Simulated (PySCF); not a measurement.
# RbTe+: bond curves at several levels of theory

One table from this session's results is given with a row withheld; the runs are named, their logs left out.

Method: Rb def2-SVP with ECP28, Te def2-SVP with ECP28, scalar-relativistic core potentials; program: PySCF 2.14.0.

Set-up of the first run:

Settings of the job:

```yaml
atoms: Rb, Te
charge: 1
basis: Rb def2-SVP with ECP28, Te def2-SVP with ECP28
Hamiltonian: scalar-relativistic core potentials
basis_functions: 50
electrons_treated: 32
masses_in_u: 84.9118, 129.9062
levels: PBE0, PBE, r²SCAN, BP86, TPSSh, M06-2X, CAM-B3LYP, HF, MP2, SCS-MP2, CCSD, CCSD(T)
grid: 80 radial by 434 angular points
occupations: held fixed by the projection of orbital angular momentum
dissociation_limit: Rb+ + Te, each in its ground configuration
starting_distance_in_angstrom: 3.480
values_of_2S_to_try: 0, 2
```

The run is started by

```
$ OMP_NUM_THREADS=1 python dia.py task.json out
```

Steps of the session up to this table: The job; PBE0 along the bond; Excited determinants; PBE; r²SCAN (meta-GGA); BP86 (GGA); TPSSh (hybrid meta-GGA); M06-2X (hybrid meta-GGA); CAM-B3LYP; UHF (mean field); Adding correlation.

One table of the session follows, with a row left open; its other results are not shown here.

It belongs to the step «The curves together». Energy (eV) from each level's lowest point:

```
R (Å)    UHF  UHF-MP2  UHF-SCS-MP2  UHF-CCSD  UHF-CCSD(T)
3.306  0.296    0.230        0.242       n/a          n/a
3.460  0.146    0.102        0.110     0.104        0.102
3.613  0.061    0.034        0.038     0.035        0.034
3.729  0.025    0.009        0.012     0.010        0.009
3.844  0.007    0.000        0.001     0.000        0.000
3.959  0.000    0.001        0.000     0.001        0.001
4.113      ?        ?            ?         ?            ?
4.305  0.019    0.037        0.032     0.036        0.037
4.536  0.045    0.070        0.064     0.069        0.071
4.843  0.081    0.114        0.106       n/a          n/a
```

Q: Estimate the row for R (Å) = 4.113 from the others.

Worked estimate for «UHF». A straight line through the neighbours (3.959, 0.000) and (4.305, 0.019) gives 0.000 + (0.019 − 0.000) × (4.113 − 3.959) / (4.305 − 3.959) = 0.008; a parabola fitted to 4 rows on both sides gives 0.005.

As computed: UHF: 0.003; UHF-MP2: 0.013; UHF-SCS-MP2: 0.010; UHF-CCSD: 0.012; UHF-CCSD(T): 0.013. In «UHF» the line misses by +0.005 and the parabola by +0.002.
